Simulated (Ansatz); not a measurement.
# TaO2: biaxial against axial strain

This session takes TaO2 and sets out to map the energy over biaxial and axial strain.

Method: DFT r2SCAN, scalar-relativistic, plane waves, PAW, in Ansatz 0.2.0.

1 further run of the same task is left out (set aside as unsound or not needed).

### 1 The system as given

It takes space group P4_2/mnm (No. 136, tetragonal). Conventional cell: a = 4.968 Å, b = 4.968 Å, c = 2.846 Å, α = 90.00°, β = 90.00°, γ = 90.00°. Ta (site symmetry mmm) has 6 O at 2.00 to 2.08 Å as nearest neighbours. Around O (site symmetry m2m) lie 3 Ta at 2.00 to 2.08 Å.

As a file:

```
Ta O
1.0
     4.96845    0.00000    0.00000
     0.00000    4.96845    0.00000
     0.00000    0.00000    2.84572
Ta O
2 4
Direct
  0.00000 0.00000 0.50000
  0.50000 0.50000 0.00000
  0.71557 0.28443 0.50000
  0.28443 0.71557 0.50000
  0.21557 0.21557 0.00000
  0.78443 0.78443 0.00000
```

It goes back to an entry of the Materials Project, which need not be the stable form.

It is the result of an earlier relaxation at this level (volume 11.71 Å³/atom; gap on the mesh: none (metal)).

### 2 The reference cell

Reference values: F = -22169.4263 eV; pressure 0.02 GPa; largest force 0.059 eV/Å; gap on the mesh none (metal). It was computed beforehand with the settings of the runs below.

### 3 Setting up biaxial against axial strain

The cell is strained by p along both x and y and by q along z, with fractional coordinates fixed.

### 4 At p = -0.030, q = -0.030

The input, input.yaml:

```yaml
crystal:
  lattice:
    - [4.8193973421, 0.0, 0.0]
    - [0.0, 4.8193973421, 0.0]
    - [0.0, 0.0, 2.760346329]
  atoms:
    - { symbol: Ta, position: [0.0, 0.0, 0.5] }
    - { symbol: Ta, position: [0.5, 0.5, 0.0] }
    - { symbol: O, position: [0.7155708198, 0.2844291802, 0.5] }
    - { symbol: O, position: [0.2844291802, 0.7155708198, 0.5] }
    - { symbol: O, position: [0.2155708198, 0.2155708198, 0.0] }
    - { symbol: O, position: [0.7844291802, 0.7844291802, 0.0] }
basis:
  ecutwfc: 500
kpoints:
  mp_grid: { grid: [10, 10, 16] }
hamiltonian:
  xc: r2scan
scf:
  occupations: { method: gaussian, width: 0.15 }
output:
  forces: true
  stress: true
  eigenvalues: true
```

On the command line:

```bash
> ansatz run input.yaml --threads 2 --pin off --max-ram 5120MiB --backend cpu --events-out ev --progress --plain --runs-dir out
```

Further runs follow: point p = -0.030, q = 0.000; p = -0.030, q = 0.030; At p = 0.000, q = -0.030; point p = 0.000, q = 0.030; At p = 0.030, q = -0.030; At p = 0.030, q = 0.000; point p = 0.030, q = 0.030; At p = -0.030, q = -0.015; p = -0.030, q = 0.015; At p = -0.015, q = -0.030; p = -0.015, q = 0.000; p = -0.015, q = 0.030; point p = 0.000, q = -0.015.

Before running it: what results should come out? Wanted: highest point; lowest point away from the origin.

As calculated:

```
                         quantity                                       value
                    highest point  92.2 meV/atom at (p, q) = (-0.030, -0.030)
lowest point away from the origin             4.6 meV/atom at (0.000, -0.015)
```

What this shows: No computed point lies below the origin. At |p| = |q| = 0.030, points where p and q have the same sign cost 83.7 meV/atom on average, those of opposite sign 38.0: stretching in the plane is cheaper with a contraction along z. The runs treat Ta without spin-orbit coupling.
